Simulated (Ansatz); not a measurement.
# BrFH2Sn: one species, many methods

An exercise on one series of results from a longer session: the logs are not shown, and one member is left open.

Program: Ansatz 0.2.0, Gaussian basis. Level of theory: functionals in def2-TZVPP, the program's frozen cores in correlated methods. These are calculated values, not measurements.

Levels to be run: LDA (SPW92), PBE-D4, revPBE-D4, BLYP-D4, r2SCAN-D4, B97M-V, PBE0-D4, B3LYP-D4, r2SCANh-D4, r2SCAN0-D4, HSE06-D4, BHLYP-D4, CAM-B3LYP-D4, LC-ωPBE, ωB97X-V, ωB97M-V, B2PLYP, PBE-QIDH; CCSD(T)/def2-SVP; CCSD(T)/def2-TZVPP; CCSD(T)/def2-QZVPP; extrapolation to the limit; RPA on PBE.

### The geometry

An earlier PBE0-D4 in a triple-zeta def2 set relaxation fixed the geometry. Sn takes the def2 core potential; no spin-orbit term is included.

SMILES `[F][SnH2][Br]`, 5 atoms, charge 0, spin multiplicity 1.

Atoms are counted from 1 here; the program's logs count them from 0.

Bond lengths: F1–Sn2 1.914 Å, Sn2–Br3 2.458 Å, Sn2–H4 1.695 Å, Sn2–H5 1.695 Å. Angles: F1–Sn2–Br3 105.2°, F1–Sn2–H4 105.8°, F1–Sn2–H5 105.8°, Br3–Sn2–H4 109.5°, Br3–Sn2–H5 109.5°, H4–Sn2–H5 120.0°.

Coordinates:

```
F     1.2813   -1.2803    0.4609
Sn   -0.0758    0.0376    0.1670
Br   -0.0789    0.4287   -2.2596
H    -1.5349   -0.6939    0.6249
H     0.4581    1.4344    0.9654
```

The first run:

Contents of in.yaml:

```yaml
crystal:
  periodic: [false, false, false]
  atoms:
    - {symbol: F, position_ang: [1.281293, -1.280267, 0.460908]}
    - {symbol: Sn, position_ang: [-0.075780, 0.037551, 0.166977]}
    - {symbol: Br, position_ang: [-0.078900, 0.428681, -2.259607]}
    - {symbol: H, position_ang: [-1.534862, -0.693947, 0.624912]}
    - {symbol: H, position_ang: [0.458149, 1.434382, 0.965409]}
basis:
  gaussian: {orbitals: def2-TZVPP}
hamiltonian: {xc: lda}
output: {orbitals: {seedname: orbitals}}
```

Started as:

```console
$ ansatz run in.yaml --threads 2 --pin off --events-out ev --progress --plain --max-ram 22528MiB --backend cpu
```

Steps of the session up to this table: LDA; PBE-D4 (GGA); revPBE-D4 (GGA); BLYP-D4 (GGA); r2SCAN-D4 (meta-GGA); B97M-V (meta-GGA); PBE0-D4 (hybrid); B3LYP-D4 (hybrid); r2SCANh-D4 (hybrid); r2SCAN0-D4 (hybrid); HSE06-D4 (hybrid); BHLYP-D4 (hybrid); CAM-B3LYP-D4 (range-separated); LC-ωPBE (range-separated); ωB97X-V (range-separated); ωB97M-V (range-separated); B2PLYP (double hybrid); PBE-QIDH (double hybrid).

One of the session's tables, all rows but one given; the rest of the session is left out.

It belongs to the step «Orbital energies across the functionals». 

```
  functional  HOMO (eV)  LUMO (eV)  gap (eV)
 LDA (SPW92)      -7.45      -2.56      4.89
      PBE-D4      -7.32      -2.30      5.02
   revPBE-D4      -7.27      -2.21      5.06
     BLYP-D4      -7.16      -2.28      4.88
   r2SCAN-D4      -7.66      -2.03      5.63
      B97M-V      -7.75      -2.03      5.73
     PBE0-D4      -8.61      -1.38      7.23
    B3LYP-D4      -8.35      -1.71      6.64
  r2SCANh-D4      -8.13      -1.71      6.42
  r2SCAN0-D4      -8.84      -1.23      7.61
    HSE06-D4      -8.21      -1.76      6.46
    BHLYP-D4      -9.75      -0.48      9.27
CAM-B3LYP-D4      -9.93      -0.42      9.51
     LC-ωPBE     -11.33       0.82     12.15
     ωB97X-V          ?          ?         ?
     ωB97M-V     -10.82       0.51     11.32
```

**Question.** Estimate the row for ωB97X-V.

As computed: HOMO (eV): -10.97; LUMO (eV): 0.70; gap (eV): 11.66. In the column «HOMO (eV)» it lies between LC-ωPBE (-11.33) and ωB97M-V (-10.82).
